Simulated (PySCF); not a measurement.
**C9H15B: NMR shifts in solvents**

Aim: compute the NMR shifts of C9H15B (`C1CC1B(C1CC1)C1CC1`), and see what a dielectric continuum does where one was used.

Programs: PySCF 2.14.0, with density-fitted response routines of our own. Each step states its level of theory. These are calculated values for one molecule, in the gas phase or a continuum, unless marked as measured. Atoms count from 0, in the outputs and in this text.

**1. Starting geometry**

25 atoms, charge 0, multiplicity 1; geometry from: GFN2-xTB. The atoms were then displaced at random by about 0.01 Å, so the start is not that level's minimum.

Bonds of the start (Å): C0–C1 1.47, C1–C2 1.53, C2–B3 1.51, B3–C4 1.59, C4–C5 1.52, C5–C6 1.49, B3–C7 1.57, C7–C8 1.51, C8–C9 1.48, C2–C0 1.53, C6–C4 1.51, C9–C7 1.51, C0–H10 1.06, C0–H11 1.07, C1–H12 1.08, C1–H13 1.07, C2–H14 1.09, C4–H15 1.06, C5–H16 1.08, C5–H17 1.08, C6–H18 1.09, C6–H19 1.09, C7–H20 1.12, C8–H21 1.10, C8–H22 1.08, C9–H23 1.07, C9–H24 1.10.

**2. Geometry optimisation at PBE0-D3(BJ)/def2-SVP**

The job: settings as JSON, then the geometry in Å.

```
{"job": {"xc": "PBE0", "basis": "def2-SVP", "d3": "d3bj", "grid": 1, "shake": 0.01, "kind": "geom"}, "charge": 0, "multiplicity": 1}
C      2.020570    -0.936740    -1.543490
C      2.273700    -1.374980    -0.167880
C      1.487010    -0.082800    -0.386590
B      0.027250     0.012520    -0.025630
C     -0.940850    -1.217800    -0.285160
C     -2.387960    -1.017830    -0.697310
C     -2.076420    -1.533980     0.665490
C     -0.567450     1.321170     0.595620
C     -0.049210     2.686800     0.232100
C      0.238530     2.146350     1.576130
H      2.805250    -0.516180    -2.126650
H      1.273920    -1.445040    -2.126210
H      1.709950    -2.213130     0.204720
H      3.271040    -1.291100     0.221020
H      2.108270     0.793490    -0.206760
H     -0.488210    -2.085980    -0.698290
H     -2.748250    -0.002120    -0.804020
H     -2.793490    -1.701050    -1.422730
H     -2.279870    -2.580550     0.884320
H     -2.268300    -0.871480     1.514360
H     -1.660010     1.332100     0.822470
H      0.761950     2.701910    -0.517550
H     -0.752380     3.498980     0.092180
H     -0.272550     2.584840     2.408860
H      1.259910     1.804650     1.790340
```

Run with:

```sh
> OMP_NUM_THREADS=1 python probes_run.py task.json out
```

The driver reads the jobs from task.json and runs them one after another.

Log:

```text
step   0  E = -376.05626169  max force = 0.035988
step   1  E = -376.06255811  max force = 0.007646
step   2  E = -376.06278311  max force = 0.001555
step   3  E = -376.06279660  max force = 0.001276
step   4  E = -376.06281679  max force = 0.000873
step   5  E = -376.06282176  max force = 0.000407
optimisation converged
```

It took 95 s on 1 thread of Intel Xeon 6975P-C, shared host; peak memory 0.92 GiB.

Along the way:

```csv
step,energy from step 0 (eV),largest force component (eV/Å)
0,0.0000,1.8506
1,-0.1713,0.3932
2,-0.1775,0.0800
3,-0.1778,0.0656
4,-0.1784,0.0449
5,-0.1785,0.0209
```

Distances of close pairs at the start and the end, largest changes first:

```csv
bond,before (Å),after (Å),change (Å)
C2–B3,1.507,1.558,+0.051
C4–H15,1.063,1.096,+0.033
C0–H10,1.064,1.093,+0.029
B3–C4,1.587,1.559,-0.028
C9–H23,1.071,1.093,+0.022
C7–H20,1.116,1.096,-0.020
C1–H13,1.074,1.093,+0.020
C0–H11,1.075,1.094,+0.019
```

The next job starts from the end point, and lists it.

```csv
at the end point,value
"rotational constants (GHz, main isotopes)","1.270, 1.268, 0.744"
dipole moment (D),0.01
```

**3. Nuclear shieldings: PBE0/pcSseg-1 in chloroform**

The job: settings as JSON, then the geometry in Å.

```
{"job": {"kind": "nmr", "xc": "PBE0", "basis": "pcSseg-1", "solvent": "chloroform", "pop": true}, "charge": 0, "multiplicity": 1}
C      1.886826    -0.993583    -1.747297
C      2.226974    -1.462395    -0.384672
C      1.421715    -0.182754    -0.546537
B     -0.091826    -0.168351    -0.176673
C     -0.959088    -1.446644    -0.384344
C     -2.426445    -1.313470    -0.759760
C     -2.071249    -1.757467     0.607257
C     -0.738605     1.124005     0.406866
C     -0.225085     2.488506    -0.022862
C      0.079819     2.003128     1.342322
H      2.680648    -0.560601    -2.361857
H      1.128734    -1.538730    -2.316824
H      1.711233    -2.340938     0.013181
H      3.260447    -1.359067    -0.043311
H      2.005378     0.729336    -0.379209
H     -0.477810    -2.339253    -0.799164
H     -2.826346    -0.304879    -0.897552
H     -2.829277    -2.051948    -1.458149
H     -2.223342    -2.807584     0.870425
H     -2.218252    -1.063193     1.439379
H     -1.808759     1.109048     0.641003
H      0.580449     2.518842    -0.761967
H     -0.965880     3.284221    -0.138100
H     -0.446668     2.456454     2.186469
H      1.101559     1.687110     1.571061
```

With the program's defaults for keys left out, this is: GIAO PBE0/pcSseg-1 NMR shielding, non-relativistic, IEF-PCM chloroform.

Log:

```text
coarse grid: 20160 points
cycle   1  E = -376.1330882642  dE =  1.404e+00  |g| = 4.709e-01  |ddm| = 4.339e+00
cycle   2  E = -376.1256937694  dE =  7.394e-03  |g| = 5.227e-01  |ddm| = 9.902e-01
cycle   3  E = -376.1987409773  dE = -7.305e-02  |g| = 3.778e-02  |ddm| = 5.482e-01
cycle   4  E = -376.1989951588  dE = -2.542e-04  |g| = 1.508e-02  |ddm| = 3.725e-02
cycle   5  E = -376.1990418318  dE = -4.667e-05  |g| = 5.836e-03  |ddm| = 1.453e-02
cycle   6  E = -376.1990495807  dE = -7.749e-06  |g| = 1.206e-03  |ddm| = 5.171e-03
final grid: 192664 points
cycle   7  E = -376.2590409685  dE = -9.954e-05  |g| = 1.182e-02  |ddm| = 5.847e-02
cycle   8  E = -376.2590286288  dE =  1.234e-05  |g| = 1.395e-02  |ddm| = 2.123e-02
cycle   9  E = -376.2590776191  dE = -4.899e-05  |g| = 3.761e-04  |ddm| = 1.089e-02
cycle  10  E = -376.2590776446  dE = -2.542e-08  |g| = 2.323e-04  |ddm| = 6.574e-04
cycle  11  E = -376.2590776586  dE = -1.407e-08  |g| = 6.700e-05  |ddm| = 3.370e-04
cycle  12  E = -376.2590776597  dE = -1.087e-09  |g| = 1.133e-05  |ddm| = 6.323e-05
cycle  13  E = -376.2590776597  dE = -3.138e-11  |g| = 1.523e-06  |ddm| = 1.119e-05
converged SCF energy = -376.2590776597

GIAO shielding tensors (ppm)
atom      isotropic    diamagn.    paramagn.     s11        s22        s33       span
  0 C      176.511     255.409     -78.898    150.507    173.811    205.215     54.708
  1 C      176.579     254.614     -78.035    150.951    173.711    205.075     54.124
  2 C      180.271     251.456     -71.185    129.002    185.852    225.958     96.955
  3 B       22.710     185.354    -162.644    -21.299    -21.269    110.699    131.999
  4 C      180.254     252.041     -71.787    128.870    185.858    226.035     97.165
  5 C      176.557     255.389     -78.832    150.967    173.670    205.035     54.068
  6 C      176.518     254.406     -77.888    150.453    173.828    205.272     54.819
  7 C      180.261     252.973     -72.712    128.932    185.875    225.977     97.044
  8 C      176.604     255.179     -78.575    151.112    173.627    205.074     53.961
  9 C      176.532     254.308     -77.776    150.390    173.906    205.300     54.911
 10 H       30.443      30.429       0.014     24.341     26.029     40.959     16.618
 11 H       30.496      32.544      -2.048     23.738     29.469     38.281     14.543
 12 H       30.476      32.680      -2.204     23.720     29.453     38.256     14.537
 13 H       30.441      30.459      -0.018     24.348     26.029     40.947     16.599
 14 H       31.448      34.328      -2.880     23.054     32.099     39.191     16.137
 15 H       31.450      34.018      -2.568     23.061     32.086     39.203     16.142
 16 H       30.464      32.610      -2.146     23.709     29.435     38.248     14.539
 17 H       30.434      30.150       0.283     24.328     26.027     40.947     16.619
 18 H       30.447      30.210       0.236     24.355     26.028     40.957     16.602
 19 H       30.511      32.723      -2.212     23.740     29.511     38.282     14.542
 20 H       31.449      34.364      -2.915     23.061     32.095     39.190     16.130
 21 H       30.462      32.809      -2.347     23.669     29.460     38.257     14.587
 22 H       30.433      30.532      -0.100     24.315     26.029     40.954     16.638
 23 H       30.452      30.599      -0.146     24.375     26.028     40.954     16.580
 24 H       30.518      32.904      -2.387     23.777     29.490     38.285     14.508
```

Wall time 40 s (1 thread of Intel Xeon 6975P-C, shared host); peak memory 1.3 GiB.

Shifts follow as δ = σ(reference) − σ, with reference shieldings (ppm) from runs at the same level and on the same kind of geometry: ¹H TMS 31.25, ¹³C TMS 185.2, ¹¹B BF3·OEt2 101.2. The references are single molecules in the same continuum. Atoms listed in one row are averaged.

```csv
atoms,environment,σ (ppm),δ (ppm)
"C0, C1, C5, C6, C8, C9",three-membered-ring carbon,176.6,8.6
"C2, C4, C7",three-membered-ring carbon,180.3,4.9
"H10, H13, H17, H18, H22, H23",hydrogen on a three-membered-ring carbon,30.44,0.81
"H11, H12, H16, H19, H21, H24",hydrogen on a three-membered-ring carbon,30.49,0.76
"H14, H15, H20",hydrogen on a three-membered-ring carbon,31.45,-0.20
B3,boron bonded to 3 C,22.7,78.5
```

Charges from the same density, by scheme (e):

```csv
atoms,Mulliken,IAO,Hirshfeld,ESP fit
"C0, C1, C5, C6, C8, C9",-0.23,-0.27,-0.08,-0.29
"C2, C4, C7",-0.50,-0.26,-0.11,-0.26
B3,0.79,0.25,0.16,0.36
```

Mayer bond orders: C0–C1 1.00, C1–C2 0.94, C2–B3 0.93, B3–C4 0.93, C4–C5 0.94, C5–C6 1.00, B3–C7 0.93, C7–C8 0.94, C8–C9 1.00, C2–C0 0.94, C6–C4 0.94, C9–C7 0.94.

Ring of atoms C0, C1, C2: NICS(0) -44.1, NICS(1) -8.0, NICS(1)zz -25.7 ppm (means of both faces).

In rings of three or four atoms NICS is ruled by the nearby σ bonds, so it says little on aromaticity.

Ring of atoms C4, C5, C6: NICS(0) -44.1, NICS(1) -8.0, NICS(1)zz -25.8 ppm (means of both faces).

In rings of three or four atoms NICS is ruled by the nearby σ bonds, so it says little on aromaticity.

Ring of atoms C7, C8, C9: NICS(0) -44.1, NICS(1) -8.0, NICS(1)zz -25.8 ppm (means of both faces).

In rings of three or four atoms NICS is ruled by the nearby σ bonds, so it says little on aromaticity.

**4. Shielding tensors: PBE0/pcSseg-1 in cyclohexane**

The job, as its differences from that of step 3:

```diff
@@ -1,2 +1,2 @@
-{"job": {"kind": "nmr", "xc": "PBE0", "basis": "pcSseg-1", "solvent": "chloroform", "pop": true}, "charge": 0, "multiplicity": 1}
+{"job": {"kind": "nmr", "xc": "PBE0", "basis": "pcSseg-1", "solvent": "cyclohexane", "pop": false}, "charge": 0, "multiplicity": 1}
 C      1.886826    -0.993583    -1.747297
```

Method: GIAO PBE0/pcSseg-1 NMR shielding, non-relativistic, IEF-PCM cyclohexane.

Log:

```text
coarse grid: 20160 points
cycle   1  E = -376.1304865292  dE =  1.407e+00  |g| = 4.756e-01  |ddm| = 4.339e+00
cycle   2  E = -376.1207359049  dE =  9.751e-03  |g| = 5.351e-01  |ddm| = 1.017e+00
cycle   3  E = -376.1973885594  dE = -7.665e-02  |g| = 3.982e-02  |ddm| = 5.757e-01
cycle   4  E = -376.1976554078  dE = -2.668e-04  |g| = 1.835e-02  |ddm| = 4.255e-02
cycle   5  E = -376.1977254265  dE = -7.002e-05  |g| = 6.728e-03  |ddm| = 1.878e-02
cycle   6  E = -376.1977361714  dE = -1.074e-05  |g| = 1.261e-03  |ddm| = 6.509e-03
cycle   7  E = -376.1977366087  dE = -4.373e-07  |g| = 9.031e-05  |ddm| = 1.490e-03
final grid: 192664 points
cycle   8  E = -376.2577495730  dE = -1.003e-04  |g| = 1.127e-02  |ddm| = 5.804e-02
cycle   9  E = -376.2577386927  dE =  1.088e-05  |g| = 1.325e-02  |ddm| = 2.112e-02
cycle  10  E = -376.2577831732  dE = -4.448e-05  |g| = 3.491e-04  |ddm| = 1.087e-02
cycle  11  E = -376.2577832016  dE = -2.835e-08  |g| = 1.392e-04  |ddm| = 5.658e-04
cycle  12  E = -376.2577832063  dE = -4.719e-09  |g| = 4.900e-05  |ddm| = 2.259e-04
cycle  13  E = -376.2577832069  dE = -6.256e-10  |g| = 1.417e-05  |ddm| = 6.853e-05
converged SCF energy = -376.2577832069

GIAO shielding tensors (ppm)
atom      isotropic    diamagn.    paramagn.     s11        s22        s33       span
  0 C      176.221     255.254     -79.033    150.231    173.546    204.886     54.655
  1 C      176.287     254.444     -78.157    150.670    173.445    204.747     54.077
  2 C      180.157     251.319     -71.162    129.118    185.641    225.712     96.594
  3 B       22.943     185.174    -162.231    -20.959    -20.938    110.727    131.686
  4 C      180.140     251.898     -71.759    128.986    185.645    225.788     96.802
  5 C      176.262     255.225     -78.963    150.680    173.403    204.703     54.022
  6 C      176.227     254.227     -78.000    150.177    173.565    204.940     54.763
  7 C      180.143     252.852     -72.709    129.040    185.662    225.726     96.686
  8 C      176.306     255.010     -78.704    150.820    173.359    204.740     53.920
  9 C      176.243     254.130     -77.887    150.118    173.643    204.967     54.849
 10 H       30.478      30.473       0.005     24.390     26.102     40.941     16.551
 11 H       30.510      32.533      -2.022     23.762     29.513     38.255     14.493
 12 H       30.491      32.667      -2.176     23.745     29.498     38.231     14.486
 13 H       30.476      30.500      -0.025     24.396     26.101     40.929     16.532
 14 H       31.497      34.352      -2.856     23.122     32.173     39.195     16.074
 15 H       31.500      34.039      -2.540     23.129     32.162     39.208     16.078
 16 H       30.479      32.596      -2.116     23.734     29.481     38.223     14.488
 17 H       30.468      30.198       0.270     24.375     26.099     40.929     16.553
 18 H       30.481      30.254       0.227     24.404     26.101     40.939     16.535
 19 H       30.524      32.703      -2.179     23.763     29.554     38.255     14.491
 20 H       31.498      34.389      -2.891     23.129     32.170     39.195     16.066
 21 H       30.477      32.796      -2.319     23.694     29.506     38.231     14.536
 22 H       30.466      30.575      -0.109     24.363     26.101     40.935     16.572
 23 H       30.487      30.639      -0.151     24.424     26.101     40.937     16.513
 24 H       30.532      32.888      -2.356     23.801     29.535     38.259     14.458
```

Wall time 37 s (1 thread of Intel Xeon 6975P-C, shared host); peak memory 1.3 GiB.

This run: δ C0 8.6, C2 4.7, B3 78.1, H10 0.78, H11 0.75 ppm (means over like atoms).

**5. Run by run: NMR shifts**

Shifts (ppm), means over like atoms, with basis size and wall time:

```csv
run,C0,C2,H10,H11,H14,B3,functions,time
PBE0/pcSseg-1 in chloroform,8.6,4.9,0.81,0.76,-0.20,78.5,245,40 s
PBE0/pcSseg-1 in cyclohexane,8.6,4.7,0.78,0.75,-0.24,78.1,245,37 s
```

The continuum's effect on the ground state:

```csv
solvent,ε,polarisation energy (Eh),μ (D)
cyclohexane,2.02,-0.0015,0.02
chloroform,4.71,-0.0029,0.02
```

**6. Outcome**

```
                                                                           quantity                  value
                                               rotational constants (main isotopes)   1.27, 1.27, 0.74 GHz
¹³C shifts against TMS (PBE0/pcSseg-1, chloroform, means over atoms taken as alike)           8.6, 4.9 ppm
 ¹H shifts against TMS (PBE0/pcSseg-1, chloroform, means over atoms taken as alike)  0.81, 0.76, -0.20 ppm
                            ¹¹B shifts against BF3·OEt2 (PBE0/pcSseg-1, chloroform)               78.5 ppm
                                                           range of the shift of B3       78.1 to 78.5 ppm
```

What this shows: Over 5 steps the energy fell by 0.179 eV; of the close pairs, C2–B3 changed most, 1.507 to 1.558 Å. At PBE0/pcSseg-1: The widest tensor belongs to B3: span 132 ppm, with a paramagnetic part of -163 ppm. In ppm, B3 moves most: its shift spreads over 0.4 ppm, from 78.1 (PBE0/pcSseg-1 in cyclohexane) to 78.5 (PBE0/pcSseg-1 in chloroform). Part of that comes from the computed reference. The continuum holds electrostatics alone: no hydrogen bonds to the solvent, and the gas-phase geometry is kept.
